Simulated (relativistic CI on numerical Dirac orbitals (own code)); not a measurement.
# Tc VII (Tc⁶⁺): levels and lines

The task is the spectrum of Tc⁶⁺: levels, purity of their labels, lifetimes and lines; runs with one setting changed show what the result hangs on.

Program: relativistic CI on numerical Dirac orbitals (own code) version 4. Level of theory: Dirac-Coulomb-Breit CI, KLI orbitals optimised for each configuration, model QED (radiative potential, 1s self-energy scaled to tabulated hydrogen-like ionisation energies). These are calculated values, not measurements, unless marked.

## 1. What is computed

* ion: Tc⁶⁺ (Tc VII)
* nuclear charge: 43
* electrons: 37
* isotope: A = 97
* first configuration typed: [Kr] 4d

The outer shells:

first configuration typed
```
[Kr] core
4d [↑ ][  ][  ][  ][  ]
```

## 2. The main run

Settings, as recorded:

```ini
atom Tc  Z=43  charge=6  electrons=37
nucleus A=97  rms_radius_fm=4.4112
hamiltonian dirac-coulomb  breit=on  qed=on  c_scale=1
orbitals kli  potential=per-configuration
slater_scale 1
correlation none
mixing on
configurations
  [Kr] 4d
  [Kr] 5s
  [Kr] 4f
  [Ar] 3d10 4s2 4p5 4d2
  [Kr] 5p
  [Kr] 5d
  [Ar] 3d10 4s 4p6 4d2
  [Kr] 6s
  [Ar] 3d10 4s2 4p5 4d 4f
  [Kr] 6p
  [Kr] 5f
  [Kr] 6d
  [Kr] 5g
  [Kr] 7s
  [Kr] 7p
  [Ar] 3d10 4s2 4p5 4d 5s
  [Kr] 6f
  [Kr] 8s
  [Ar] 3d10 4s 4p6 4d 4f
  [Ar] 3d10 4s2 4p5 4d 5p
  [Ar] 3d10 4s2 4p5 4d 5d
  [Ar] 3d10 4s2 4p5 4d 6s
  [Ar] 3d10 4s2 4p5 4d 6p
  [Ar] 3d10 4s2 4p5 4d 5f
  [Ar] 3d10 4p6 4d3
  [Ar] 3d10 4p5 4d4
end
```

Started as:

```
> python run_levels.py task.json out
```

task.json lists these runs, among others, and the program works through them in turn.

## 3. Without QED terms

Settings: those of step 2 with these lines changed.

```diff
@@ -2,3 +2,3 @@
 nucleus A=97  rms_radius_fm=4.4112
-hamiltonian dirac-coulomb  breit=on  qed=on  c_scale=1
+hamiltonian dirac-coulomb  breit=on  qed=off  c_scale=1
 orbitals kli  potential=per-configuration
```

## 4. The first configuration alone

Settings, as recorded:

```ini
atom Tc  Z=43  charge=6  electrons=37
nucleus A=97  rms_radius_fm=4.4112
hamiltonian dirac-coulomb  breit=on  qed=on  c_scale=1
orbitals kli  potential=per-configuration
slater_scale 1
correlation none
mixing on
configurations
  [Kr] 4d
end
```

(Steps that only read results are left out.)

What does the calculation give? Wanted: lowest level; first excitation; lowest level of the other parity; fastest E1 line; ionisation energy.

The runs gave:

| run | time | mean size of shift, levels followed (cm⁻¹) | lowest level | ionisation energy (eV) |
| --- | --- | --- | --- | --- |
| main run | 1.7 s | 0 | 4d 2D3/2 | 87.905 |
| without QED terms | 1.4 s | 41.6 | 4d 2D3/2 | 87.898 |
| the first configuration alone | 0.057 s | 8.2 | 4d 2D3/2 | - |

The tabulated theoretical ionisation energy (NIST) is 88 eV.

| quantity | value |
| --- | --- |
| lowest level | 4d 2D3/2 |
| first excitation | 4d 2D5/2, 3288.3 cm⁻¹ |
| lowest level of the other parity | 5p 2P°1/2, 243667 cm⁻¹ |
| levels in the model | 821 |
| fastest E1 line (by rate) to the lowest level among the lowest 252 of 821 levels | 20.44 nm, from 4p5 4d2 2D°3/2 (ii) |
| ionisation energy | 87.905 eV |
| ionisation energy, tabulated theoretical (NIST) | 88 eV |

4d 2D3/2 comes out lowest; its LS label holds 99 % and its jj label 99 %; over the low levels the means are 90 and 75 %, so LS coupling describes them better. The ionisation energy agrees with the tabulated theoretical value within its uncertainty of 2 eV. The largest mover is «without QED terms» (42 cm⁻¹ on average). Lifetimes count radiative decay inside the model alone.
